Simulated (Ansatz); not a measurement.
**CH₄OSn: how energies converge with the basis set**

An exercise on one series of results from a longer session: the logs are not shown, and one member is left open.

Program: Ansatz 0.2.0, Gaussian basis. Level of theory: one geometry, several basis sets. These are calculated values, not measurements.

Plan: PBE0-D4/def2-SVP; ωB97M-V/def2-SVP; PBE0-D4/def2-QZVPP; ωB97M-V/def2-QZVPP; the functionals' def2-TZVPP values are taken from earlier runs.

### Structure used throughout

All runs share one geometry, relaxed beforehand with PBE0-D4 in a triple-zeta def2 set. Sn takes the def2 core potential; no spin-orbit term is included.

7 atoms, charge 0, spin multiplicity 1.

Atoms are counted from 1 here; the program's logs count them from 0.

Bond lengths: C1–O2 1.301 Å, C1–Sn3 2.220 Å, C1–H4 1.098 Å, C1–H5 1.098 Å, O2–Sn3 2.212 Å, Sn3–H6 1.715 Å, Sn3–H7 1.715 Å. Angles: O2–C1–Sn3 72.6°, O2–C1–H4 119.8°, O2–C1–H5 119.8°, Sn3–C1–H4 110.0°, Sn3–C1–H5 110.0°, H4–C1–H5 115.0°, C1–O2–Sn3 73.3°, C1–Sn3–O2 34.1°, C1–Sn3–H6 113.6°, C1–Sn3–H7 113.6°, O2–Sn3–H6 95.2°, O2–Sn3–H7 95.2°, H6–Sn3–H7 108.1°.

Geometry (Å):

| atom | x (Å) | y (Å) | z (Å) |
| --- | --- | --- | --- |
| C1 | -0.80286 | -0.53923 | -0.58017 |
| O2 | -0.28337 | -1.07886 | 0.48306 |
| Sn3 | 0.73557 | 0.86272 | 0.19161 |
| H4 | -0.51347 | -0.90307 | -1.57435 |
| H5 | -1.79509 | -0.07321 | -0.52693 |
| H6 | 0.39923 | 1.45411 | 1.76583 |
| H7 | 2.32128 | 0.20965 | 0.19524 |

The first run:

Input file in.yaml:

```yaml
crystal:
  periodic: [false, false, false]
  atoms:
    - {symbol: C, position_ang: [-0.802858, -0.539232, -0.580169]}
    - {symbol: O, position_ang: [-0.283372, -1.078862, 0.483060]}
    - {symbol: Sn, position_ang: [0.735567, 0.862722, 0.191614]}
    - {symbol: H, position_ang: [-0.513466, -0.903074, -1.574345]}
    - {symbol: H, position_ang: [-1.795087, -0.073211, -0.526933]}
    - {symbol: H, position_ang: [0.399232, 1.454107, 1.765834]}
    - {symbol: H, position_ang: [2.321283, 0.209651, 0.195240]}
basis:
  gaussian: {orbitals: def2-SVP}
hamiltonian: {xc: pbe0, dispersion: d4}
output: {orbitals: {seedname: orbitals}}
```

Started as:

```sh
$ ansatz run in.yaml --threads 2 --pin off --events-out ev --progress --plain --max-ram 4352MiB
```

Steps of the session up to this table: PBE0-D4 in def2-SVP; ωB97M-V in def2-SVP; PBE0-D4 in def2-QZVPP; ωB97M-V in def2-QZVPP.

One of the session's tables, all rows but one given; the rest of the session is left out.

It belongs to the step «Functionals by basis». 

| functional | basis | HOMO (eV) | LUMO (eV) |
| --- | --- | --- | --- |
| PBE0-D4 | def2-SVP | -6.48 | -2.04 |
| PBE0-D4 | def2-TZVPP | -6.56 | -2.17 |
| PBE0-D4 | def2-QZVPP | -6.58 | -2.20 |
| ωB97M-V | def2-SVP | ? | ? |
| ωB97M-V | def2-TZVPP | -8.49 | -0.35 |
| ωB97M-V | def2-QZVPP | -8.51 | -0.42 |

Estimate the missing values for ωB97M-V, def2-SVP.

**Answer.** HOMO (eV): -8.38; LUMO (eV): -0.14. In the column «HOMO (eV)» it lies between ωB97M-V, def2-TZVPP (-8.49) and PBE0-D4, def2-QZVPP (-6.58).
